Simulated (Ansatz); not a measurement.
Set up this calculation in Ansatz 0.2.0, as the native input.

- Task: single point
- Functional: PBEsol
- Potentials or basis: Ansatz PAW
- Cutoff: 420 eV (not typed: the program's choice for these potentials)
- k mesh: 7 × 7 × 7
- Occupations: fermi-dirac, width 0.05 eV
- Spin: collinear spin, ferrimagnetic start
- Starting moments: [0.0, 0.0, 2.0, -1.0, 0.0, 0.0, 0.0, 0.0, 0.0, 0.0, 0.0, 0.0] μB

The system is VBiO4.

```
Bi V O
1.0
    -2.56105    2.56105    5.79606
     2.56105   -2.56105    5.79606
     2.56105    2.56105   -5.79606
Bi V O
2 2 8
Direct
  0.75000 0.25000 0.50000
  0.00000 0.00000 0.00000
  0.25000 0.75000 0.50000
  0.50000 0.50000 0.00000
  0.43810 0.32910 0.60895
  0.57915 0.68810 0.60899
  0.72016 0.82915 0.39105
  0.07910 0.97016 0.39101
  0.67090 0.27984 0.10899
  0.02984 0.42085 0.10895
  0.31190 0.92090 0.89105
  0.17085 0.56190 0.89101
```

Measurements of this composition are mostly on another form, of space group No. 15.

The input as run:

input.yaml

```yaml
crystal:
  lattice:
    - [-2.56105292, 2.56105292, 5.7960647]
    - [2.56105292, -2.56105292, 5.7960647]
    - [2.56105292, 2.56105292, -5.7960647]
  atoms:
    - { symbol: Bi, position: [0.75, 0.25, 0.5] }
    - { symbol: Bi, position: [0.0, 0.0, 0.0] }
    - { symbol: V, position: [0.25, 0.75, 0.5], spin: 2.0 }
    - { symbol: V, position: [0.5, 0.5, 0.0], spin: -1.0 }
    - { symbol: O, position: [0.43809724, 0.3291035, 0.60894833] }
    - { symbol: O, position: [0.57914891, 0.68809724, 0.60899374] }
    - { symbol: O, position: [0.72015517, 0.82914891, 0.39105167] }
    - { symbol: O, position: [0.0791035, 0.97015517, 0.39100626] }
    - { symbol: O, position: [0.6708965, 0.27984483, 0.10899374] }
    - { symbol: O, position: [0.02984483, 0.42085109, 0.10894833] }
    - { symbol: O, position: [0.31190276, 0.9208965, 0.89105167] }
    - { symbol: O, position: [0.17085109, 0.56190276, 0.89100626] }
hamiltonian:
  xc: pbesol
  pseudopotentials: { kind: paw }
magnetization:
  spin_polarized: true
kpoints:
  mp_grid: { grid: [7, 7, 7] }
scf:
  occupations: { method: fermi_dirac, width: 0.05 }
output:
  forces: true
  stress: true
  eigenvalues: true
```

Potentials or basis: Ansatz PAW.

Run with:

```sh
$ ansatz run input.yaml --threads 4 --pin off --max-ram 11264MiB --backend cpu --events-out ev --progress --plain --runs-dir out
```

Results of the run:

| Quantity | Value |
| --- | --- |
| Pressure | -1.8 GPa |
| Largest force | 0.262 eV/Å |
| Band gap on the k mesh | 2.13 eV, indirect (least direct gap 2.14 eV) |
| Net moment | 0.00 μB per cell |
| Absolute moment | 0.00 μB per cell |

Caveat: odd divisions of the mesh miss points on the zone boundary, where band edges often lie, so the gap on the mesh can be too wide; the pressure holds a Pulay correction of +0.7 GPa for the finite cutoff; spin-orbit coupling is left out, which as a rule narrows the gap of such compounds by several tenths of an eV; the PAW data sets come from PBE, with cores solved anew for the run's functional, which leaves a small shift of forces and pressure; the starting moments weren't kept.

Wall time 2 min on 4 threads of Arm Neoverse V2, with other jobs on the host, peak memory 1.4 GiB.
